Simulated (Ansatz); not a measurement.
Which YAML input does this script hand to the engine? (the Ansatz DFT code, driven from Python)

`run_pdos.py`
```python
# -*- coding: utf-8 -*-
'''Which atoms and shells make the states of La3Pb.'''

import warnings

import ansatz as az
import numpy as np


def main():
    warnings.simplefilter('ignore', az.DeckWarning)

    crystal = (
        az.Lattice.cubic(5.073323)
        .space_group(221)
        .atom('La', [0.5, 0.5, 0.0])
        .atom('Pb', [0.0, 0.0, 0.0])
    )

    calculation = (
        crystal.calculation()
        .kpoints(length=27)
        .occupations(az.OccupationsMethod.FERMI_DIRAC)
        .scf(max_iterations=100)
        .functional(az.Functional.LDA)
        .scf(extra_bands=14)
        .density_of_states(projected=True, energy_step=0.1)
    )
    with warnings.catch_warnings(record=True) as caught:
        warnings.simplefilter('always')
        out = calculation.run()
    print('warnings raised:', sorted(w.category.__name__ for w in caught) or 'none')
    summary = out.report

    dos = out.density_of_states()
    energy = np.asarray(dos.energies_ev) - dos.fermi_ev
    curves = {}
    for site in out.projected_density_of_states().sites:
        for shell in site.shells:
            weight = sum(np.sum(curve.g_bin_mean_per_ev, axis=0) for curve in shell.curves)
            name = f'{site.species} {shell.label}'
            curves[name] = curves.get(name, 0) + weight

    step = energy[1] - energy[0]
    windows = [(-8, -4), (-4, 0), (0, 4)]
    print('states by shell in windows of E - E_F (eV):', windows)
    for name, g in curves.items():
        print(f'{name:8s}', ' '.join(f'{step * g[(energy >= a) & (energy < b)].sum():8.3f}' for a, b in windows))
    filled = (energy < 0) & (energy > -8)
    for name, g in curves.items():
        if g[filled].sum() * step > 0.5:
            print(f'centre of {name}: {np.average(energy[filled], weights=g[filled]):.2f} eV')


if __name__ == '__main__':
    main()
```

`python run_pdos.py` gives:
```text
warnings raised: ['DeckWarning', 'PlacementWarning']
states by shell in windows of E - E_F (eV): [(-8, -4), (-4, 0), (0, 4)]
La 5S       0.000    0.158    0.010
La 6S       0.000    1.024    0.416
La 5P       0.000    0.271    0.197
La 5D       0.000    6.956    5.734
La 4F       0.000    0.531   21.303
Pb 6S       0.000    0.041    0.066
Pb 6P       0.000    2.559    0.411
Pb 5D       0.000    0.012    0.010
centre of La 6S: -1.66 eV
centre of La 5D: -0.95 eV
centre of La 4F: -0.67 eV
centre of Pb 6P: -1.59 eV
```

`input.yaml`:
```yaml
crystal:
  lattice:
    bravais: cubic
    a: 5.073323
  space_group: 221
  atoms:
    - { symbol: La, position: [0.5, 0.5, 0.0] }
    - { symbol: Pb, position: [0.0, 0.0, 0.0] }
kpoints:
  mp_grid:
    grid: [5, 5, 5]
hamiltonian:
  xc: lda
scf:
  max_iter: 100
  n_extra_bands: 14
  occupations:
    method: fermi_dirac
output:
  dos:
    de: 0.1
    projected: true
```

Caveats:
- The settings weren't tested for convergence.
- The mesh is modest for a metal, so energies can be off by several to tens of meV an atom and pressures by half a GPa or more; differences at equal mesh fare better.
- Spin-orbit coupling, which matters for elements this heavy, is left out.
- This cell is a computed structure, which may not be the phase found in nature.
- Curves are summed over the cell's atoms. Only shells that the potentials hold have channels, so projections don't add up to the total, least of all where a shell is missing (p of most metals); heights and places of peaks move with the mesh.
- The computed bands are complete only to about 1.9 eV above the Fermi level; beyond that the density of states is undercounted.
- A band centre counts only the states inside the window taken.
- The whole script took 3.7 s on 1 thread of Arm Neoverse V2, with other jobs on the host, peak memory 0.44 GiB.

(A comment or docstring line of the script was reworded after the run, the code is as it ran.)
